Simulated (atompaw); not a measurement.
**Zn: generating and testing a PAW (atompaw) potential**

Do these settings give a usable potential? It is generated, then checked for scattering, ghosts and hardness.

The numbers are computed with atompaw 4.2.0.5 (PBE, scalar-relativistic, spin-unpolarised reference atom).

## (1) Settings

Typed settings, in words:

```
element                 : zinc (Zn, Z = 30)
type                    : PAW
frozen core             : [Ne]
valence charge          : 20
reference configuration : 3s2 3p6 3d10 4s2 4p0
partial waves           : 3s (bound): rc 0.95 bohr; 4s (bound): rc 0.95 bohr; 3p (bound): rc 0.85 bohr; 4p (bound, empty): rc 1.50 bohr; 3d (bound): rc 1.50 bohr; 3d channel at -0.45 Ry: rc 1.50 bohr
local potential         : bessel scheme, radius 1.45 bohr
core correction         : smooth core density matched at 0.80 bohr
augmentation charge     : sinc compensation charge, radius 1.25 bohr; PAW radius 1.50 bohr; waves and projectors: custom polynom vanderbiltortho
```

An earlier all-electron run gives the scale for the radii.

All-electron outer shells of the reference configuration (PBE, scalar-relativistic, ld1.x):

| shell | level (eV) | outermost node (bohr) | outermost maximum (bohr) |
| --- | --- | --- | --- |
| 2s | -1158.33 | 0.07 | 0.19 |
| 2p | -1004.03 | – | 0.15 |
| 3s | -129.23 | 0.28 | 0.59 |
| 3p | -83.40 | 0.25 | 0.59 |
| 3d | -10.14 | – | 0.57 |
| 4s | -5.98 | 0.85 | 2.09 |
| 4p | -1.12 | 0.92 | 3.08 |

## (2) Generating the potential

File Zn.input:

```
Zn 30
GGA-PBE scalarrelativistic loggrid 1500 logderivrange -11 5 401
4 4 3 0 0 0
4 1 0
0 0 0
c
c
v
v
c
v
v
v
2
1.50 1.25 1.45 0.80
n
n
y
-0.45
n
custom polynom vanderbiltortho sinc
bessel
0.95
0.95
0.85
1.50
1.50
1.50
PWSCFOUT
UPFDX 0.0125d0 UPFXMIN -7.d0 UPFZMESH 30.d0
END
```

Run with:

```sh
atompaw < Zn.input > Zn.log
```

Before running it: what results should come out? Wanted: cutoffs for 10 and 1 mRy, occupied levels; bound ghosts; largest phase difference near zero energy, channels read; lowest eigenvalue of the overlap; share of valence orbitals outside the PAW sphere; UPF file.

**Answer**, as computed:

| quantity | value |
| --- | --- |
| cutoffs for 10 and 1 mRy, occupied levels | 140 Ry and 180 Ry |
| bound ghosts | none found |
| largest phase difference near zero energy, channels read | 0.000 rad |
| lowest eigenvalue of the overlap (Bessel basis) | 0.483 (p) |
| share of valence orbitals outside the PAW sphere | 3s 1 %, 4s 89 %, 3p 2 %, 4p 98 %, 3d 12 % |
| UPF file | written |

In words: It counts as very hard, with 140 Ry needed at the looser tolerance. The slowest occupied level is 3p: taken alone it needs 160 Ry to come within 1 mRy, against 70 Ry for 3d. The Bessel-basis test finds no level below the valence levels. Near zero energy the phases of the channels with partial waves agree within 0.001 rad. These are tests on the free atom; a crystal test is still owed.
